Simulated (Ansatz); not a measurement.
# A workflow on B2H3SClO (SMILES BSB(O)Cl)

Aim: a geometry optimisation (singlet B2H3SClO, B97/6-31G), then vibrational wavenumbers (singlet B2H3SClO, B97/6-31G), then a single-point energy (singlet B2H3SClO, CCSD(T)/6-31G**), then the energy (doublet B2H3SClO+, UCCSD(T)/6-31G**) of B2ClH3OS. 

The calculation is run with Ansatz 0.2.0.

## 1. The molecule

B2H3SClO: 8 atoms, total charge 0, spin state singlet. SMILES: `BSB(O)Cl`. All atoms were displaced at random from a relaxed shape. The run starts from this shape.

Bond lengths: B1–S2 1.871 Å, S2–B3 1.708 Å, B3–O4 1.457 Å, B3–Cl5 1.673 Å, B1–H6 1.128 Å, B1–H7 1.213 Å, O4–H8 0.971 Å. Angles: B1–S2–B3 108.1°, S2–B3–O4 116.3°, S2–B3–Cl5 133.2°, O4–B3–Cl5 110.6°, S2–B1–H6 116.7°, S2–B1–H7 112.7°, B3–O4–H8 112.9°, H6–B1–H7 127.6°.

## 2. A geometry optimisation at B97/6-31G (run 1)

File run.yaml:

```yaml
crystal:
  periodic: [false, false, false]
  atoms:
    - {symbol: B, position_ang: [-0.678978, -0.056335, 1.721332]}
    - {symbol: S, position_ang: [-0.930954, 0.053377, -0.129584]}
    - {symbol: B, position_ang: [0.596973, -0.070344, -0.882432]}
    - {symbol: O, position_ang: [0.597101, -0.101737, -2.339261]}
    - {symbol: Cl, position_ang: [2.159484, -0.171104, -0.292565]}
    - {symbol: H, position_ang: [0.382327, 0.025386, 2.094653]}
    - {symbol: H, position_ang: [-1.699983, 0.146137, 2.344768]}
    - {symbol: H, position_ang: [-0.290805, -0.000814, -2.719267]}
basis:
  gaussian: {orbitals: 6-31G}
hamiltonian: {xc: {name: B97}}
relax: {}
```

Run with:

```console
$ ansatz run run.yaml --threads 1 --pin off --max-ram 2610MiB --events-out events.jsonl --progress --plain --runs-dir runs
```

Log:

```text
Warning: RAYON_NUM_THREADS=1 ignored (pool sized by the plan → 1); use --threads N
The last accepted step is kept in runs//last_step.txt (removed where the run ends without a failure and the disk answers)
[... 104 lines left out ...]
Total energy: -26802.57211576 eV, -984.9763578182 hartree
[... 8 lines left out ...]
Dipole moment:    -0.381713     0.018895    -0.155531 e Å
```

It took 1.8 min on 1 thread of Intel Xeon Platinum 8259CL at 2.50GHz (Skylake/Cascade Lake), shared host; peak memory 0.21 GiB.

Step by step:

| step | energy from the first frame kept (eV) | largest force (eV/Å) |
| --- | --- | --- |
| 1 | 0.0000 | 5.7913 |
| 2 | -0.4998 | 3.5183 |
| 3 | -0.7497 | 1.7016 |
| 4 | -0.7877 | 1.3555 |
| 5 | -0.8031 | 0.8650 |
| 6 | -0.8513 | 0.1745 |
| 7 | -0.8538 | 0.1295 |
| 8 | -0.8560 | 0.0455 |
| 9 | -0.8562 | 0.0308 |
| 10 | -0.8563 | 0.0203 |
| 11 | -0.8563 | 0.0178 |
| 12 | -0.8564 | 0.0175 |
| 13 | -0.8564 | 0.0099 |

After the run. Bond lengths: B1–S2 1.835 Å, S2–B3 1.882 Å, B3–O4 1.362 Å, B3–Cl5 1.803 Å, B1–H6 1.187 Å, B1–H7 1.188 Å, O4–H8 0.973 Å. Angles: B1–S2–B3 109.4°, S2–B3–O4 118.8°, S2–B3–Cl5 124.1°, O4–B3–Cl5 117.1°, S2–B1–H6 120.9°, S2–B1–H7 114.8°, B3–O4–H8 120.1°, H6–B1–H7 124.2°.

## 3. The harmonic vibrations at B97/6-31G (run 2)

File in.yaml:

```yaml
crystal:
  periodic: [false, false, false]
  atoms:
    - symbol: B
      position_ang: [-0.706088, 0.038714, 1.729519]
    - symbol: S
      position_ang: [-1.028543, 0.063706, -0.076917]
    - symbol: B
      position_ang: [0.604663, -0.063421, -1.004270]
    - symbol: O
      position_ang: [0.585549, -0.085032, -2.365506]
    - symbol: Cl
      position_ang: [2.217172, -0.157602, -0.203721]
    - symbol: H
      position_ang: [0.399902, -0.050084, 2.150812]
    - symbol: H
      position_ang: [-1.676187, 0.115666, 2.410912]
    - symbol: H
      position_ang: [-0.261303, -0.037380, -2.843184]
basis:
  gaussian: {orbitals: 6-31G}
hamiltonian: {xc: {name: B97}}
phonons: {}
```

Run with:

```console
$ ansatz run in.yaml --threads 1 --pin off --max-ram 2610MiB --events-out events.jsonl --progress --plain --runs-dir runs
```

Log:

```text
Warning: RAYON_NUM_THREADS=1 ignored (pool sized by the plan → 1); use --threads N
[... 273 lines left out ...]
Total energy: -26802.57211679 eV, -984.9763578561 hartree
[... 8 lines left out ...]
Dipole moment:    -0.381709     0.018894    -0.155532 e Å
Vibrations: 54.19 176.53 306.34 323.80 338.12 495.00 503.28 593.48 761.05 798.95 853.69 963.52 1034.72 1214.13 1347.60 2660.72 2784.78 3730.23 cm⁻¹, zero-point energy 1.174138 eV
```

Run time: 3.8 min. Hardware: 1 thread of Intel Xeon Platinum 8259CL at 2.50GHz (Skylake/Cascade Lake), shared host; peak memory 0.18 GiB.

## 4. A single-point energy at CCSD(T)/6-31G(d,p) (Cartesian functions) (run 3)

Changes to in.yaml since step 3:

```diff
@@ -20,4 +20,8 @@
 basis:
-  gaussian: {orbitals: 6-31G}
-hamiltonian: {xc: {name: B97}}
-phonons: {}
+  gaussian:
+    orbitals: 6-31G_st__st_.json
+correlation:
+  method: ccsd_t
+scf:
+  omitted_lower_state_checks: [cluster_reference]
+output: {orbitals: {seedname: orbitals}}
```

The basis set 6-31G** is read from a file made from the Basis Set Exchange's data (not shown).

Run with:

```console
$ ansatz run in.yaml --threads 1 --pin off --max-ram 2610MiB --events-out events.jsonl --progress --plain --runs-dir runs
```

Log, cut to the lines that bear on the results:

```text
Warning: RAYON_NUM_THREADS=1 ignored (pool sized by the plan → 1); use --threads N
Functional definition: HF
  name "HF"
[...]
904 factors; integrals over basis functions are off by at most 1.1e-3 eV
[...]
mean field -26751.82517421 eV, -983.1114421138 hartree, gradient 1.3e-6 eV, S^2 0.000000; 0 other end points of the search recorded, 0 dependent functions left out
13 core orbitals not correlated: weight in the atoms' cores, before any rotation towards them, 1.000 or more for the frozen orbitals, at most 0.000 for the correlated occupied ones
reference -26751.82517421 eV, -983.1114421138 hartree; 14, 14 occupied and 71, 71 virtual orbitals, 904 factors
second order -16.27227757 eV of doubles, -0.00000000 eV of singles
cycle   1  -16.97562154 eV  change   -7.0e-1 eV  update   1.0e-1
[...]
cycle  10  -17.49744697 eV  change   -1.4e-5 eV  update   1.8e-5
perturbative correction -0.53720584 eV, -0.0197419505 hartree
Total energy: -26769.85982702 eV, -983.7742033803 hartree
Checks for a lower state left out: cluster_reference
```

Run time: 11 s. Hardware: 1 thread of Intel Xeon Platinum 8259CL at 2.50GHz (Skylake/Cascade Lake), shared host; peak memory 0.36 GiB.

## 5. The doublet cation: the energy at UCCSD(T)/6-31G(d,p) (Cartesian functions) (run 4)

File job.yaml:

```yaml
crystal:
  periodic: [false, false, false]
  atoms:
    - {symbol: B, position_ang: [-0.706088, 0.038714, 1.729519]}
    - {symbol: S, position_ang: [-1.028543, 0.063706, -0.076917]}
    - {symbol: B, position_ang: [0.604663, -0.063421, -1.004270]}
    - {symbol: O, position_ang: [0.585549, -0.085032, -2.365506]}
    - {symbol: Cl, position_ang: [2.217172, -0.157602, -0.203721]}
    - {symbol: H, position_ang: [0.399902, -0.050084, 2.150812]}
    - {symbol: H, position_ang: [-1.676187, 0.115666, 2.410912]}
    - {symbol: H, position_ang: [-0.261303, -0.037380, -2.843184]}
basis:
  gaussian: {orbitals: 6-31G_st__st_.json}
magnetization: {spin_polarized: true, initial_magnetization: 1}
total_charge: 1
scf: {omitted_lower_state_checks: [cluster_reference]}
correlation: {method: ccsd_t}
```

The basis set 6-31G** is read from a file made from the Basis Set Exchange's data (not shown).

Run with:

```console
$ ansatz run job.yaml --threads 1 --pin off --max-ram 2610MiB --events-out events.jsonl --progress --plain --runs-dir runs
```

Log, cut to the lines that bear on the results:

```text
Warning: RAYON_NUM_THREADS=1 ignored (pool sized by the plan → 1); use --threads N
[... 2 set-up lines as earlier in the session ...]
[...]
904 factors; integrals over basis functions are off by at most 1.1e-3 eV
[...]
mean field -26742.18229480 eV, -982.7570728318 hartree, gradient 4.0e-6 eV, S^2 0.759908; 8 other end points of the search recorded, 0 dependent functions left out
13 core orbitals not correlated: weight in the atoms' cores, before any rotation towards them, 1.000 or more for the frozen orbitals, at most 0.000 for the correlated occupied ones
reference -26742.18229480 eV, -982.7570728318 hartree; 14, 13 occupied and 71, 72 virtual orbitals, 904 factors
second order -15.51011491 eV of doubles, -0.00000000 eV of singles
cycle   1  -16.29159758 eV  change   -7.8e-1 eV  update   1.1e-1
[...]
cycle  16  -16.87321493 eV  change   -6.0e-6 eV  update   3.1e-5
perturbative correction -0.51237934 eV, -0.0188295934 hartree
Total energy: -26759.56788907 eV, -983.3959816367 hartree
Checks for a lower state left out: cluster_reference
```

Run time: 49 s. Hardware: 1 thread of Intel Xeon Platinum 8259CL at 2.50GHz (Skylake/Cascade Lake), shared host; peak memory 0.72 GiB.

## 6. Summary of results

```
                                                            quantity          value
                           run 1, B97/6-31G: total energy at the end  -984.97636 Eh
                                     run 1, B97/6-31G: dipole moment         1.98 D
                          run 2, B97/6-31G: largest force on an atom     0.010 eV/Å
                        run 2, B97/6-31G: lowest harmonic wavenumber        54 cm⁻¹
                       run 2, B97/6-31G: highest harmonic wavenumber      3730 cm⁻¹
                                 run 2, B97/6-31G: zero-point energy   113.3 kJ/mol
                                run 3, CCSD(T)/6-31G**: total energy  -983.77420 Eh
         run 3, CCSD(T)/6-31G**: HOMO energy (Hartree–Fock orbitals)      -11.07 eV
         run 3, CCSD(T)/6-31G**: LUMO energy (Hartree–Fock orbitals)        2.10 eV
       run 3, CCSD(T)/6-31G**: HOMO–LUMO gap (Hartree–Fock orbitals)       13.17 eV
run 3, CCSD(T)/6-31G**: correlation energy (13 core orbitals frozen)     -662.8 mEh
                              run 3, CCSD(T)/6-31G**: (T) correction     -19.74 mEh
                               run 3, CCSD(T)/6-31G**: T1 diagnostic          0.016
                                        doublet cation: total energy  -983.39598 Eh
        doublet cation: correlation energy (13 core orbitals frozen)     -638.9 mEh
                                      doublet cation: (T) correction     -18.83 mEh
                   doublet cation: ⟨S²⟩ of the reference determinant          0.760
                                       doublet cation: T1 diagnostic          0.021
                  vertical ionisation energy (to the doublet cation)      10.292 eV
```

What this shows: Removing an electron at fixed nuclei costs 10.29 eV (237 kcal/mol). The optimisation (run 1, B97/6-31G) took 12 steps and changed the energy by -0.856 eV. All 18 modes (run 2, B97/6-31G) are real, so the shape is a minimum at this level. The triples (run 3, CCSD(T)/6-31G**) make up 3.0 % of the correlation energy. The triples (doublet cation) make up 2.9 % of the correlation energy.
